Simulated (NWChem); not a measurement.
# One shape, several levels: CBrCl2F (bromodichlorofluoromethane)

Wanted: a comparison of 6 runs (TPSSh/3-21G, TPSSh/6-31G, TPSSh/6-31G*, TPSSh/STO-3G, TPSSh/6-31G**, TPSSh/6-311G**) of CBrCl2F (bromodichlorofluoromethane). 

The calculation is run with NWChem 7.3.0.

**1. The structure to begin with**

The species is CBrCl2F (5 atoms), meant as a singlet with charge 0. As SMILES, `FC(Cl)(Cl)Br`. The coordinates come from a PBE0-D4/def2-TZVP relaxation.

Bond lengths: F1–C2 1.332 Å, C2–Cl3 1.756 Å, C2–Cl4 1.756 Å, C2–Br5 1.940 Å. Angles: F1–C2–Cl3 108.7°, F1–C2–Cl4 108.7°, F1–C2–Br5 108.1°, Cl3–C2–Cl4 110.6°, Cl3–C2–Br5 110.4°, Cl4–C2–Br5 110.4°.

**2. Energy and gradient at TPSSh/3-21G (run 1)**

test.nw

```
start test
title "CBrCl2F"
memory stack 880 mb heap 220 mb global 1100 mb
geometry units angstroms noautosym nocenter noautoz
  F    -0.145400    0.066000    1.392100
  C    -0.007200   -0.045400    0.072100
  Cl    1.255600   -1.218600   -0.263900
  Cl   -1.537300   -0.570800   -0.611000
  Br    0.484000    1.695200   -0.630600
end
basis spherical bse
  * library 3-21G
end
dft
  xc xctpssh
  grid fine
  convergence energy 1e-08
  maxiter 100
  mulliken
  print low
end
task dft gradient
```

Started as:

```
$ nwchem test.nw > test.out
```

The program printed:

```text
[...]
 d= 0,ls=0.0,diis     1  -3614.5124554160 -4.14D+03  4.65D-02  1.96D+00     1.3
[...]
 d= 0,ls=0.0,diis    10  -3614.7945152540 -1.13D-09  1.76D-07  5.17D-11     9.9
         Total DFT energy =    -3614.794515253968
      One electron energy =    -6075.936955271952
           Coulomb energy =     2097.577885775531
    Exchange-Corr. energy =     -163.580819144702
 Nuclear repulsion energy =      527.145373387154
[...]
      Total Density - Mulliken Population Analysis
     ---------------------------------------------
    Atom       Charge   Shell Charges
 -----------   ------   -------------------------------------------------------
    1 F    9     9.21   1.98  0.46  2.47  1.56  2.74
    2 C    6     6.45   1.99  0.37  1.46  1.17  1.46
    3 Cl  17    16.79   2.00  1.96  5.89  1.19  3.08  0.79  1.89
    4 Cl  17    16.79   2.00  1.96  5.89  1.19  3.08  0.79  1.89
    5 Br  35    34.77   2.00  2.00  5.99  2.00  5.96  0.84  2.37  1.11  2.50  9.99
[...]
                         DFT ENERGY GRADIENTS
    atom               coordinates                        gradient
                 x          y          z           x          y          z
   1 F      -0.274766   0.124722   2.630688    0.005068  -0.002170  -0.044809
   2 C      -0.013606  -0.085794   0.136249   -0.007372  -0.027667   0.007582
   3 Cl      2.372740  -2.302820  -0.498699   -0.035318   0.034529   0.009353
   4 Cl     -2.905076  -1.078656  -1.154623    0.043551   0.016228   0.019158
   5 Br      0.914627   3.203463  -1.191661   -0.005929  -0.020920   0.008717
 Task  times  cpu:       13.8s     wall:       13.8s
 Total times  cpu:       13.8s     wall:       13.8s
```

It took 15 s on 1 thread of AMD EPYC 7R43 (Zen 3), shared host; peak memory 0.11 GiB.

**3. Energy and gradient at TPSSh/6-31G (run 2)**

geom.nw

```
start geom
memory total 2200 mb

geometry units angstroms noautosym nocenter noautoz
 F       -0.145400       0.066000       1.392100
 C       -0.007200      -0.045400       0.072100
 Cl       1.255600      -1.218600      -0.263900
 Cl      -1.537300      -0.570800      -0.611000
 Br       0.484000       1.695200      -0.630600
end

basis "ao basis" spherical bse
 * library 6-31G
end

dft
 xc xctpssh
 mult 1
 grid fine
 convergence energy 1e-08
 iterations 100
 mulliken
 print low
end

task dft gradient
```

Started as:

```
$ nwchem geom.nw > geom.out
```

The program printed:

```text
[...]
 d= 0,ls=0.0,diis     1  -3631.6292155284 -4.16D+03  4.25D-02  1.90D+00     3.2
[...]
 d= 0,ls=0.0,diis    10  -3631.9142860359 -1.07D-09  3.82D-07  6.33D-10    20.7
         Total DFT energy =    -3631.914286035933
      One electron energy =    -6093.585934484139
           Coulomb energy =     2098.287907672922
    Exchange-Corr. energy =     -163.761632611870
 Nuclear repulsion energy =      527.145373387154
[...]
      Total Density - Mulliken Population Analysis
     ---------------------------------------------
    Atom       Charge   Shell Charges
 -----------   ------   -------------------------------------------------------
    1 F    9     9.20   2.00  0.94  3.29  1.06  1.92
    2 C    6     6.40   2.00  0.68  1.87  0.80  1.05
    3 Cl  17    16.80   2.00  2.00  5.97  1.43  3.61  0.51  1.29
    4 Cl  17    16.80   2.00  2.00  5.97  1.43  3.61  0.51  1.29
    5 Br  35    34.78   2.00  2.00  6.00  2.00  5.98  1.63  3.75  0.31  1.11  6.96  3.03
[...]
                         DFT ENERGY GRADIENTS
    atom               coordinates                        gradient
                 x          y          z           x          y          z
   1 F      -0.274766   0.124722   2.630688    0.005569  -0.004643  -0.053458
   2 C      -0.013606  -0.085794   0.136249   -0.006583  -0.015482   0.023971
   3 Cl      2.372740  -2.302820  -0.498699   -0.032465   0.030038   0.006569
   4 Cl     -2.905076  -1.078656  -1.154623    0.039766   0.013275   0.015549
   5 Br      0.914627   3.203463  -1.191661   -0.006287  -0.023188   0.007370
 Task  times  cpu:       32.6s     wall:       32.6s
 Total times  cpu:       32.7s     wall:       32.7s
```

It took 34 s on 1 thread of AMD EPYC 7R43 (Zen 3), shared host; peak memory 0.11 GiB.

Run 3 isn't shown in full; the table further down has it.

**4. Energy and forces at TPSSh/STO-3G (run 4)**

cbrcl2f.nw

```
start cbrcl2f
memory 2200 mb

geometry units angstrom noautosym nocenter noautoz
   F       -0.145400       0.066000       1.392100
   C       -0.007200      -0.045400       0.072100
   Cl       1.255600      -1.218600      -0.263900
   Cl      -1.537300      -0.570800      -0.611000
   Br       0.484000       1.695200      -0.630600
end

basis spherical bse
   * library STO-3G
end

dft
   xc xctpssh
   mult 1
   grid fine
   convergence energy 1e-08
   maxiter 100
   mulliken
   noprint "final vectors analysis"
end

task dft gradient
```

Started as:

```
$ nwchem cbrcl2f.nw > cbrcl2f.out
```

The program printed:

```text
[...]
          Wavefunction type:  closed shell.
          No. of atoms     :     5
          No. of electrons :    84
[...]
          Charge           :     0
          Spin multiplicity:     1
[...]
          AO basis - number of functions:    46
[...]
              XC Information
              --------------
                  TPSS hybrid Method XC Functional
                     Hartree-Fock (Exact) Exchange  0.100
                  TPSS metaGGA Exchange Functional  0.900
             TPSS03 metaGGA Correlation Functional  1.000
[...]
 d= 0,ls=0.0,diis     1  -3592.0739368678 -4.12D+03  8.35D-02  2.00D+00     1.2
[...]
 d= 0,ls=0.0,diis     8  -3592.4392179164  5.49D-10  1.63D-06  6.31D-09     5.9
         Total DFT energy =    -3592.439217916394
      One electron energy =    -6059.341095312557
           Coulomb energy =     2104.025952344449
    Exchange-Corr. energy =     -164.269448335441
 Nuclear repulsion energy =      527.145373387154
[...]
      Total Density - Mulliken Population Analysis
     ---------------------------------------------
    Atom       Charge   Shell Charges
 -----------   ------   -------------------------------------------------------
    1 F    9     9.01   2.00  1.95  5.06
    2 C    6     5.90   1.99  1.28  2.63
    3 Cl  17    17.08   2.00  2.00  5.98  1.97  5.12
    4 Cl  17    17.08   2.00  2.00  5.98  1.97  5.12
    5 Br  35    34.94   2.00  2.00  6.00  2.00  5.98  1.96  5.00 10.00
[...]
  wavefunction    = closed shell
                         DFT ENERGY GRADIENTS
    atom               coordinates                        gradient
                 x          y          z           x          y          z
   1 F      -0.274766   0.124722   2.630688    0.006426  -0.001697  -0.054849
   2 C      -0.013606  -0.085794   0.136249   -0.011565  -0.052987  -0.005971
   3 Cl      2.372740  -2.302820  -0.498699   -0.053068   0.052261   0.016897
   4 Cl     -2.905076  -1.078656  -1.154623    0.064945   0.024883   0.031568
   5 Br      0.914627   3.203463  -1.191661   -0.006738  -0.022461   0.012355
[...]
```

Wall time 9.6 s (1 thread of AMD EPYC 7R43 (Zen 3), shared host); peak memory 0.11 GiB.

Run 5 isn't shown in full; the table further down has it.

**5. Energy and gradient at TPSSh/6-311G(d,p) (run 6)**

m1.nw

```
start m1
memory 2200 mb

geometry units angstroms noautosym nocenter noautoz
 F       -0.145400       0.066000       1.392100
 C       -0.007200      -0.045400       0.072100
 Cl       1.255600      -1.218600      -0.263900
 Cl      -1.537300      -0.570800      -0.611000
 Br       0.484000       1.695200      -0.630600
end

basis spherical bse
 F library 6-311G**
 C library 6-311G**
 Cl library 6-311G**
 Br library 6-311G**
end

dft
 xc xctpssh
 grid fine
 convergence energy 1e-08
 iterations 100
 mulliken
 noprint "final vectors analysis"
end

task dft gradient
```

Started as:

```
$ nwchem m1.nw > m1.out
```

The program printed:

```text
[...]
          Wavefunction type:  closed shell.
          No. of atoms     :     5
          No. of electrons :    84
[...]
          Charge           :     0
          Spin multiplicity:     1
[...]
          AO basis - number of functions:   132
[...]
              XC Information
              --------------
                  TPSS hybrid Method XC Functional
                     Hartree-Fock (Exact) Exchange  0.100
                  TPSS metaGGA Exchange Functional  0.900
             TPSS03 metaGGA Correlation Functional  1.000
[...]
 d= 0,ls=0.0,diis     1  -3632.1884721265 -4.16D+03  1.61D-02  4.84D+00     4.3
[...]
 d= 0,ls=0.0,diis    11  -3632.4352941474 -5.89D-10  8.70D-08  2.42D-10    36.7
         Total DFT energy =    -3632.435294147364
      One electron energy =    -6093.679176993459
           Coulomb energy =     2097.746960042412
    Exchange-Corr. energy =     -163.648450583471
 Nuclear repulsion energy =      527.145373387154
[...]
      Total Density - Mulliken Population Analysis
     ---------------------------------------------
    Atom       Charge   Shell Charges
 -----------   ------   -------------------------------------------------------
    1 F    9     9.14   1.08  0.92  1.17  1.10  2.33  0.86  1.68  0.01
    2 C    6     6.06   1.11  0.89  0.52  0.83  1.45  0.41  0.67  0.18
    3 Cl  17    16.94   0.78  1.19  0.90  1.09  1.02  1.00  7.42 -1.51  1.07  2.98  0.99  0.03
    4 Cl  17    16.94   0.78  1.19  0.90  1.09  1.02  1.00  7.42 -1.51  1.07  2.98  0.99  0.03
    5 Br  35    34.91   0.75  1.21  1.19  0.79  1.02  1.01  1.31  0.68  0.47  5.50  4.82  1.09  0.87  2.92  1.25  7.73  2.14  0.16
[...]
  wavefunction    = closed shell
                         DFT ENERGY GRADIENTS
    atom               coordinates                        gradient
                 x          y          z           x          y          z
   1 F      -0.274766   0.124722   2.630688    0.001003  -0.000765  -0.009473
   2 C      -0.013606  -0.085794   0.136249   -0.000858  -0.002187   0.002717
   3 Cl      2.372740  -2.302820  -0.498699   -0.008700   0.008028   0.001020
   4 Cl     -2.905076  -1.078656  -1.154623    0.010820   0.003492   0.003449
   5 Br      0.914627   3.203463  -1.191661   -0.002264  -0.008568   0.002287
[...]
```

Run time: 64 s. Hardware: 1 thread of AMD EPYC 7R43 (Zen 3), shared host; peak memory 0.13 GiB.

**6. Overview of the runs**

```tsv
run	level	energy (Eh)	largest force (eV/Å)	wall time
1	TPSSh/3-21G	-3614.794515	2.585	15 s
2	TPSSh/6-31G	-3631.914286	2.774	34 s
3	TPSSh/6-31G* (spherical functions)	-3632.065859	0.645	55 s
4	TPSSh/STO-3G	-3592.439218	3.928	9.6 s
5	TPSSh/6-31G** (spherical functions)	-3632.065859	0.645	53 s
6	TPSSh/6-311G**	-3632.435294	0.611	64 s
```

**7. Results**

| quantity | value |
| --- | --- |
| run 6: total energy | -3632.43529 Eh |
| run 6: dipole moment | 0.44 D |
| run 6: largest force on an atom | 0.611 eV/Å |

What this shows: Over runs 4, 5, 6 the dipole moment (its size) runs from 0.20 D (TPSSh/6-31G**) to 1.20 D (TPSSh/STO-3G). The two dipoles point in opposite directions. In run 4 the basis is minimal, so the values are rough. All runs together took 3.8 min, the longest 64 s.
